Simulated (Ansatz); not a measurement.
**C₂H₄SSi: basis-set convergence**

Aim: see how fast density functionals converge with the basis set for C₂H₄SSi.

Computed with Ansatz 0.2.0, Gaussian basis. Level: one geometry, several basis sets.

Levels to be run: PBE0-D4/def2-SVP; ωB97M-V/def2-SVP; PBE0-D4/def2-QZVPP; ωB97M-V/def2-QZVPP; the functionals' def2-TZVPP values are taken from earlier runs.

## (1) Structure used throughout

All runs share one geometry, relaxed beforehand with PBE0-D4 in a triple-zeta def2 set.

SMILES `[SiH3]C#CS`, 8 atoms, charge 0, spin multiplicity 1.

Atoms are counted from 1 here; the program's logs count them from 0.

Bond lengths: Si1–C2 1.816 Å, Si1–H5 1.484 Å, Si1–H6 1.484 Å, Si1–H7 1.484 Å, C2–C3 1.214 Å, C3–S4 1.675 Å, S4–H8 1.347 Å. Angles: C2–Si1–H5 110.0°, C2–Si1–H6 110.0°, C2–Si1–H7 108.6°, H5–Si1–H6 109.2°, H5–Si1–H7 109.5°, H6–Si1–H7 109.5°, Si1–C2–C3 179.1°, C2–C3–S4 175.3°, C3–S4–H8 96.8°.

## (2) PBE0-D4 in def2-SVP

The input, in.yaml:

```yaml
crystal:
  periodic: [false, false, false]
  atoms:
    - {symbol: Si, position_ang: [-0.315292, 1.472240, -0.615073]}
    - {symbol: C, position_ang: [-0.112845, -0.193987, 0.079267]}
    - {symbol: C, position_ang: [0.040467, -1.305685, 0.541211]}
    - {symbol: S, position_ang: [0.116073, -2.848310, 1.189562]}
    - {symbol: H, position_ang: [-1.150976, 1.412343, -1.840213]}
    - {symbol: H, position_ang: [-0.967813, 2.361019, 0.378551]}
    - {symbol: H, position_ang: [1.025169, 2.010566, -0.955584]}
    - {symbol: H, position_ang: [1.457316, -2.965287, 1.166381]}
basis:
  gaussian: {orbitals: def2-SVP}
hamiltonian: {xc: pbe0, dispersion: d4}
output: {orbitals: {seedname: orbitals}}
```

After this run come: ωB97M-V in def2-SVP; PBE0-D4 in def2-QZVPP; ωB97M-V in def2-QZVPP.

Before running them: what should the planned runs give, taken together? Wanted: PBE0-D4: double and triple zeta above quadruple; ωB97M-V: double and triple zeta above quadruple.

**Answer**, as computed:

```
                                       quantity          value
PBE0-D4: double and triple zeta above quadruple  9.66, 0.71 eV
ωB97M-V: double and triple zeta above quadruple  9.70, 0.65 eV
```

What this shows: PBE0-D4 gains 8.95 eV from double to triple zeta, then 0.71 eV more. Total energies overstate the basis error of differences, where much of it tends to cancel.
